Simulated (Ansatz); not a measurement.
# Ta3Cu in Ansatz: the effect of functional

The system is Ta3Cu.

```
CELL_PARAMETERS angstrom
-2.00651 2.00651 4.20817
2.00651 -2.00651 4.20817
2.00651 2.00651 -4.20817
ATOMIC_POSITIONS crystal
Ta 0.50000 0.50000 0.00000
Ta 0.25000 0.75000 0.50000
Ta 0.75000 0.25000 0.50000
Cu 0.00000 0.00000 0.00000
```

The cell comes from a database or a generator and needn't be the stable form of this composition.

Alike in all runs:

| Item | Value |
| --- | --- |
| Program | Ansatz 0.2.0 |
| Task | projected density of states |
| Potentials or basis | Ansatz PAW |
| k mesh | 5 × 5 × 5 |
| Occupations | fermi-dirac, width 0.05 eV |
| Spin | no spin polarisation |

```tsv
functional	cutoff	pressure (GPa)
LDA	420 eV (not typed: the program's choice for these potentials)	-11.5
PBEsol	420 eV (not typed: the program's choice for these potentials)	-6.5
RPBE	420 eV (not typed: the program's choice for these potentials)	?
revPBE	420 eV (not typed: the program's choice for these potentials)	2.8
BLYP	420 eV (not typed: the program's choice for these potentials)	6.6
r2SCAN	500 eV (not typed: the program's choice for these potentials)	-2.9
HSE06	420 eV (not typed: the program's choice for these potentials)	-1.1
PBE0	420 eV (not typed: the program's choice for these potentials)	-0.8
r2SCAN0	500 eV (not typed: the program's choice for these potentials)	-2.8
```

**Question.** What does the run with functional RPBE give?

**Answer.** Pressure 3.8 GPa.

Caveats: all runs use coarse meshes; the PAW data sets come from PBE, with cores solved anew for the run's functional, which leaves a small shift of forces and pressure; the density of states is complete only up to the lowest level of the last band computed; the thresholds are loose for stress (some runs).

Runs at the PBE level aren't shown here.
